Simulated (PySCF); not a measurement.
# RuO₂Br: relaxation and vibrations of the doublet

Where does doublet RuO₂Br go from a trigonal pyramidal start, is the end point a minimum, and what are its modes, charges and moments?

Method: PBE0, basis Ru def2-TZVP with ECP28, O def2-TZVP, Br def2-TZVP, scalar-relativistic core potentials, no spin–orbit coupling, density fitting; program: PySCF 2.14.0.

## Step 1: The system as given

4 atoms, charge 0, spin multiplicity 2.

Bond lengths: Ru1–O2 1.710 Å, Ru1–O3 1.710 Å, Ru1–Br4 2.390 Å. Angles: O2–Ru1–O3 99.8°, O2–Ru1–Br4 99.8°, O3–Ru1–Br4 99.8°.

```xyz
4
charge 0 multiplicity 2
Ru    0.0000    0.0000    0.0000
O    -0.7549    1.3076    0.8028
O    -0.7549   -1.3076    0.8028
Br    2.1102    0.0000    1.1220
```

## Step 2: The SCF at the typed geometry

One driver script runs all steps and calls PySCF; scf.py shows how it sets up the SCF of each step. The optimiser is the driver's own. After this first run the driver tries any further starts and a stability analysis.

scf.py

```python
from pyscf import gto, scf, dft
mol = gto.M(atom='''
Ru     0.000000     0.000000     0.000000
O     -0.754900     1.307600     0.802800
O     -0.754900    -1.307600     0.802800
Br     2.110200     0.000000     1.122000''',
    basis={'Ru': 'def2-TZVP', 'O': 'def2-TZVP', 'Br': 'def2-TZVP'},
    ecp={'Ru': 'def2-TZVP'},
    charge=0, spin=1)
mf = dft.UKS(mol, xc='PBE0')
mf.grids.atom_grid = (50, 194)
aux = {'Ru': 'def2-universal-JKFIT', 'O': 'def2-universal-JKFIT', 'Br': 'def2-universal-JKFIT'}
mf = mf.density_fit(auxbasis=aux)
mf.conv_tol = 1e-08
mf.diis_space = 10
mf.max_cycle = 60
mf.init_guess = 'minao'
mf.verbose = 4
mf.kernel()
```

On the command line:

```bash
> OMP_NUM_THREADS=4 python axn.py task.json out
```

After this run come: Relaxing the doublet from the trigonal pyramidal start; Vibrations and properties at this point.

**Question.** What will these runs give? Wanted: minimum; geometry; wavenumbers; dipole moment; highest occupied, lowest empty level; polar-tensor charge of Ru1; zero-point energy; atomisation energy; ⟨S²⟩.

**Answer**, as computed:

| quantity | value |
| --- | --- |
| minimum | broken-symmetry (Ms = 1/2), C2v |
| geometry | Ru–Br 2.347 Å, Ru–O 1.685 Å (×2); Br–Ru–O 122.6° (×2), O–Ru–O 114.9° |
| wavenumbers (cm⁻¹) | 90 (b1), 138 (b2), 252 (a1), 364 (a1), 905 (b2), 973 (a1) |
| dipole moment | 1.19 D |
| highest occupied, lowest empty level (either spin) | -7.82, -5.27 eV |
| polar-tensor charge of Ru1 | +1.30 e |
| zero-point energy | 16.3 kJ/mol |
| entropy at 298.15 K | 330.8 J/(mol K) |
| atomisation energy (no zero-point energy) | 1152 kJ/mol |
| ⟨S²⟩ | 1.766 |

The trigonal pyramidal start (Cs) ends in a minimum of C2v symmetry. The determinant is spin-contaminated (⟨S²⟩ = 1.77 against 0.75), so it is no pure spin state. The strongest infrared band lies at 905 cm⁻¹ (b2, stretch). The first SCF alone would have been 26 kJ/mol too high. Only this shape and spin were tried, so other structures or states may lie lower. One determinant may miss the lowest occupation of an open d or f shell.
